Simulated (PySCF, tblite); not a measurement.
# C₂₃H₁₈BN: electronic excitations, NMR shifts, part 2 of 2

tblite 0.8.0 and PySCF 2.14.0. Atoms count from 0. Earlier steps stand in the parts before.

## 5. NMR shifts: GIAO PBE0/pcSseg-1

What the job is given:

```
{"job": {"kind": "nmr", "basis": "pcSseg-1", "pop": false, "xc": "PBE0"}, "charge": 0, "multiplicity": 1}
C     -3.943826     0.205565     3.581021
C     -4.433702     0.745285     2.402800
C     -3.683221     0.676056     1.244052
C     -2.413315     0.087469     1.229859
B     -1.563175     0.021818    -0.074839
C     -2.267640    -0.152208    -1.454120
C     -3.436959    -0.910300    -1.585203
C     -4.056665    -1.075238    -2.809716
C     -3.536217    -0.465130    -3.939496
C     -2.386520     0.300846    -3.835436
C     -1.757977     0.444375    -2.612876
C     -0.008261     0.129768    -0.000315
C      0.625168     0.932433     0.955502
C      1.999918     1.035844     1.021527
C      2.808831     0.325976     0.135274
C      4.272702     0.428187     0.204854
C      5.052755     0.489687    -0.949866
C      6.427896     0.586718    -0.824661
N      7.057540     0.620619     0.337747
C      6.321880     0.560721     1.435061
C      4.940761     0.466821     1.428661
C      2.194245    -0.483339    -0.819222
C      0.818479    -0.571418    -0.885646
C     -1.938995    -0.441239     2.435679
C     -2.695070    -0.394164     3.591708
H     -4.532285     0.251672     4.486277
H     -5.406446     1.216222     2.389464
H     -4.075476     1.100191     0.329909
H     -3.852201    -1.390355    -0.709760
H     -4.951878    -1.676093    -2.885992
H     -4.024292    -0.585564    -4.896193
H     -1.977624     0.781783    -4.712686
H     -0.861469     1.044818    -2.541987
H      0.018052     1.498429     1.648270
H      2.455120     1.686132     1.755461
H      4.590657     0.482002    -1.925305
H      7.063122     0.640714    -1.699376
H      6.872668     0.588565     2.366510
H      4.391409     0.404878     2.355856
H      2.803184    -1.060037    -1.501231
H      0.364540    -1.210841    -1.629886
H     -0.965507    -0.911735     2.454404
H     -2.309496    -0.820299     4.506935
```

With the program's defaults for keys left out, this is: GIAO PBE0/pcSseg-1 NMR shielding, non-relativistic, gas phase.

What it wrote:

```text
start: PBE on a coarse grid of 36094 points
cycle   1  E = -965.1302122901  dE =  3.833e+00  |g| = 8.770e-01  |ddm| = 7.026e+00
cycle   2  E = -964.9399482086  dE =  1.903e-01  |g| = 1.218e+00  |ddm| = 2.707e+00
cycle   3  E = -965.3206115944  dE = -3.807e-01  |g| = 3.554e-01  |ddm| = 1.879e+00
cycle   4  E = -965.3519625874  dE = -3.135e-02  |g| = 1.328e-01  |ddm| = 5.111e-01
cycle   5  E = -965.3567726222  dE = -4.810e-03  |g| = 3.218e-02  |ddm| = 1.800e-01
cycle   6  E = -965.3570121986  dE = -2.396e-04  |g| = 1.416e-02  |ddm| = 4.480e-02
cycle   7  E = -965.3570530059  dE = -4.081e-05  |g| = 4.065e-03  |ddm| = 1.470e-02
final grid: 335732 points
cycle   8  E = -965.6356413205  dE = -1.383e-02  |g| = 5.078e-02  |ddm| = 6.952e-01
cycle   9  E = -965.6358023137  dE = -1.610e-04  |g| = 4.383e-02  |ddm| = 1.002e-01
cycle  10  E = -965.6362910595  dE = -4.887e-04  |g| = 1.069e-02  |ddm| = 6.044e-02
cycle  11  E = -965.6363135347  dE = -2.248e-05  |g| = 4.571e-03  |ddm| = 1.509e-02
cycle  12  E = -965.6363232679  dE = -9.733e-06  |g| = 1.066e-03  |ddm| = 5.986e-03
cycle  13  E = -965.6363173468  dE =  5.921e-06  |g| = 4.921e-04  |ddm| = 1.602e-03
cycle  14  E = -965.6363168075  dE =  5.393e-07  |g| = 1.473e-04  |ddm| = 6.611e-04
cycle  15  E = -965.6363198987  dE = -3.091e-06  |g| = 5.573e-05  |ddm| = 2.523e-04
converged SCF energy = -965.6363198987

GIAO shielding tensors (ppm)
atom      isotropic    diamagn.    paramagn.     s11        s22        s33       span
  0 C       49.050     255.804    -206.754    -63.588     32.663    178.074    241.662
  1 C       54.001     253.605    -199.603    -57.459     41.949    177.514    234.973
  2 C       40.753     251.903    -211.150    -72.739     23.300    171.697    244.436
  3 C       37.441     261.401    -223.961    -49.253    -30.805    192.380    241.633
  4 B       35.872     196.072    -160.200      2.238      5.068    100.311     98.074
  5 C       37.462     261.369    -223.907    -49.231    -30.786    192.402    241.632
  6 C       40.756     252.128    -211.371    -72.727     23.291    171.706    244.433
  7 C       54.002     253.609    -199.607    -57.460     41.957    177.508    234.967
  8 C       49.038     255.834    -206.796    -63.593     32.639    178.067    241.661
  9 C       54.121     253.892    -199.771    -57.389     42.242    177.510    234.899
 10 C       41.214     254.615    -213.401    -72.234     24.199    171.676    243.910
 11 C       36.973     262.671    -225.698    -50.064    -31.447    192.430    242.494
 12 C       40.285     258.404    -218.119    -72.099     22.715    170.239    242.337
 13 C       54.698     257.594    -202.896    -48.624     44.544    168.173    216.797
 14 C       37.413     266.035    -228.622    -54.925     -1.543    168.707    223.632
 15 C       31.345     255.351    -224.006    -63.832    -13.636    171.503    235.335
 16 C       59.688     249.599    -189.911    -45.336     56.094    168.307    213.643
 17 C       30.555     251.397    -220.842    -79.495     26.087    145.074    224.569
 18 N      -89.137     335.534    -424.671   -403.896   -173.073    309.557    713.454
 19 C       30.541     251.410    -220.870    -79.509     26.069    145.062    224.571
 20 C       59.659     249.733    -190.074    -45.388     56.072    168.291    213.678
 21 C       54.669     257.993    -203.324    -48.668     44.538    168.138    216.806
 22 C       40.302     258.604    -218.302    -72.068     22.726    170.248    242.316
 23 C       41.211     254.766    -213.555    -72.236     24.201    171.669    243.905
 24 C       54.133     253.872    -199.739    -57.368     42.238    177.527    234.895
 25 H       23.757      27.073      -3.315     20.493     24.421     26.358      5.865
 26 H       23.870      27.907      -4.038     20.240     24.047     27.322      7.081
 27 H       23.718      34.322     -10.605     18.692     21.735     30.726     12.034
 28 H       23.719      34.655     -10.937     18.692     21.734     30.730     12.038
 29 H       23.869      28.153      -4.284     20.238     24.047     27.321      7.083
 30 H       23.756      27.110      -3.354     20.491     24.421     26.357      5.866
 31 H       23.861      31.221      -7.361     20.193     23.966     27.423      7.231
 32 H       23.702      37.551     -13.849     18.451     21.914     30.742     12.291
 33 H       23.615      38.025     -14.410     18.422     21.705     30.718     12.296
 34 H       23.743      37.364     -13.621     19.042     22.846     29.341     10.299
 35 H       24.066      35.092     -11.027     19.592     22.480     30.125     10.533
 36 H       22.595      25.255      -2.660     18.283     22.202     27.300      9.017
 37 H       22.594      25.274      -2.680     18.282     22.201     27.299      9.016
 38 H       24.062      35.230     -11.168     19.585     22.478     30.123     10.539
 39 H       23.746      37.718     -13.972     19.046     22.843     29.348     10.302
 40 H       23.615      38.420     -14.805     18.423     21.705     30.717     12.294
 41 H       23.703      37.861     -14.159     18.457     21.912     30.739     12.281
 42 H       23.863      31.420      -7.557     20.195     23.969     27.425      7.230
```

It took 56 s on 2 threads of Intel Xeon 6975P-C, shared host; peak memory 1.8 GiB.

Shifts follow as δ = σ(reference) − σ, with reference shieldings (ppm) from runs at the same level and on the same kind of geometry: ¹H TMS 31.72, ¹³C TMS 186.9, ¹⁵N NH3 267.7, ¹¹B BF3·OEt2 100.1. The references are single molecules in the gas phase, so shifts against H2O, NH3, PH3, H3PO4 or CFCl3 are not on the usual liquid scales and can be off by tens of ppm. Atoms listed in one row are averaged.

| atoms | environment | σ (ppm) | δ (ppm) | δ scaled to CDCl3 |
| --- | --- | --- | --- | --- |
| C17, C19 | aromatic CH next to a ring nitrogen | 30.5 | 156.4 | 150.7 |
| C15 | substituted aromatic carbon | 31.3 | 155.6 | 149.9 |
| C11 | substituted aromatic carbon | 37.0 | 150.0 | 144.4 |
| C14 | substituted aromatic carbon | 37.4 | 149.5 | 144.0 |
| C3, C5 | substituted aromatic carbon | 37.5 | 149.5 | 144.0 |
| C12, C22 | aromatic CH | 40.3 | 146.6 | 141.2 |
| C2, C6, C10, C23 | aromatic CH | 41.0 | 145.9 | 140.5 |
| C0, C8 | aromatic CH | 49.0 | 137.9 | 132.7 |
| C1, C7, C9, C24 | aromatic CH | 54.1 | 132.9 | 127.8 |
| C13, C21 | aromatic CH | 54.7 | 132.2 | 127.2 |
| C16, C20 | aromatic CH | 59.7 | 127.3 | 122.3 |
| H36, H37 | hydrogen on an aromatic CH next to a ring nitrogen | 22.59 | 9.12 | 8.71 |
| H33, H40 | hydrogen on an aromatic CH | 23.61 | 8.10 | 7.74 |
| H27, H28, H32, H41 | hydrogen on an aromatic CH | 23.71 | 8.01 | 7.65 |
| H34, H39 | hydrogen on an aromatic CH | 23.74 | 7.97 | 7.62 |
| H25, H30 | hydrogen on an aromatic CH | 23.76 | 7.96 | 7.61 |
| H26, H29, H31, H42 | hydrogen on an aromatic CH | 23.87 | 7.85 | 7.51 |
| H35, H38 | hydrogen on an aromatic CH | 24.06 | 7.65 | 7.32 |
| B4 | boron bonded to 3 C | 35.9 | 64.2 | – |
| N18 | pyridine-type ring nitrogen | -89.1 | 356.9 | – |

The scaled column applies a straight-line fit of computed shieldings to shifts measured in CDCl3 (root-mean-square error 0.16 ppm for H, 1.9 ppm for C).

Ring of atoms C0, C1, C2, C3, C23, C24: NICS(0) -7.1, NICS(1) -10.6, NICS(1)zz -28.4 ppm (means of both faces).

Ring of atoms C11, C12, C13, C14, C21, C22: NICS(0) -6.7, NICS(1) -10.1, NICS(1)zz -26.6 ppm (means of both faces).

Ring of atoms C15, C16, C17, N18, C19, C20: NICS(0) -6.9, NICS(1) -10.7, NICS(1)zz -26.9 ppm (means of both faces).

## 6. Outcome

The summary covers parts 1 to 2.

| quantity | value |
| --- | --- |
| strongest single infrared mode (GFN2-xTB) | 1239 cm⁻¹, 201 km/mol |
| zero-point energy (GFN2-xTB) | 209.7 kcal/mol |
| lowest singlet (wB97X-D/6-31G*) | 4.77 eV (260 nm), f = 0.796 |
| lowest triplet | 3.59 eV |
| vertical electron affinity (ΔSCF) | 0.46 eV |
| ¹³C shifts against TMS (PBE0/pcSseg-1, means over atoms taken as alike) | 156.4, 155.6, 150.0, 149.5, 149.5, 146.6, 145.9, 137.9, 132.9, 132.2, 127.3 ppm |
| ¹H shifts against TMS (PBE0/pcSseg-1, means over atoms taken as alike) | 9.12, 8.10, 8.01, 7.97, 7.96, 7.85, 7.65 ppm |
| ¹¹B shifts against BF3·OEt2 (PBE0/pcSseg-1) | 64.2 ppm |
| ¹⁵N shifts against NH3 (PBE0/pcSseg-1) | 356.9 ppm |

In words: No mode is imaginary among the 123: a minimum at this level. GFN2-xTB is a fitted tight-binding method: band positions and strengths are rough. Its intensities can rank the bands wrongly. The lowest singlet, at 4.77 eV, is HOMO→LUMO 0.85 and is bright. The lowest triplet lies 1.18 eV below the lowest singlet. At PBE0/pcSseg-1: The widest tensor belongs to N18: span 713 ppm, with a paramagnetic part of -425 ppm. NICS(1)zz of -28 ppm above the planar ring from C0 marks a diatropic (aromatic) ring current. NICS(1)zz of -27 ppm above the planar ring from C11 marks a diatropic (aromatic) ring current. NICS(1)zz of -27 ppm above the planar ring from C15 marks a diatropic (aromatic) ring current.
